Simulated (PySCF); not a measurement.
**C₄H₄F₂O: electronic excitations**

What electronic excitations should C₄H₄F₂O (`O=C(F)[C@@H]1C[C@H]1F`) show?

Computed with PySCF 2.14.0, with density-fitted response routines of our own, on a single molecule in the gas phase. Atoms are numbered from 0 throughout.

## Step 1: Starting geometry

11 atoms, charge 0, multiplicity 1; geometry from: GFN2-xTB.

Bonds of the start (Å): O0–C1 1.18, C1–F2 1.36, C1–C3 1.47, C3–C4 1.52, C4–C5 1.48, C5–F6 1.35, C5–C3 1.52, C3–H7 1.08, C4–H8 1.08, C4–H9 1.08, C5–H10 1.08.

## Step 2: Excited states and response: CAM-B3LYP/def2-SVPD

The job: settings as JSON, then the geometry in Å.

```
{"job": {"kind": "uv", "xc": "CAM-B3LYP", "basis": "def2-SVPD", "nstates": 8, "ntriplets": 3}, "charge": 0, "multiplicity": 1}
O      1.712866    -1.040028     0.976851
C      1.525330    -0.338967     0.043412
F      2.565039    -0.015669    -0.777177
C      0.279696     0.281525    -0.415341
C     -0.756493     0.659201     0.630521
C     -0.994930    -0.518987    -0.229166
F     -1.915897    -0.427564    -1.215924
H      0.359122     0.893968    -1.303299
H     -0.499666     0.485529     1.663721
H     -1.331564     1.552198     0.441776
H     -0.938078    -1.528535     0.158662
```

Level: TDDFT CAM-B3LYP/def2-SVPD, vertical, gas phase, core orbitals frozen in the response.

Run with:

```sh
> OMP_NUM_THREADS=1 python probes_run.py task.json out
```

The driver reads the jobs from task.json and runs them one after another.

What will the session give for the following? lowest singlet (CAM-B3LYP/def2-SVPD); brightest single state of those computed; lowest triplet. Wanted: lowest singlet; brightest single state of those computed; lowest triplet.

The runs gave:

| quantity | value |
| --- | --- |
| lowest singlet (CAM-B3LYP/def2-SVPD) | 6.13 eV (202 nm), f = 0.000 |
| brightest single state of those computed | state 3, 7.91 eV, f = 0.155 |
| lowest triplet | 5.60 eV |

**Reading.** The lowest singlet, at 6.13 eV, is HOMO−1→LUMO 0.84, HOMO→LUMO 0.09 and is dark; of the 8 states computed, the strongest absorption comes from state 3 at 7.91 eV. The lowest triplet lies 0.53 eV below the lowest singlet (triplets in Tamm-Dancoff, singlets in full TDDFT).
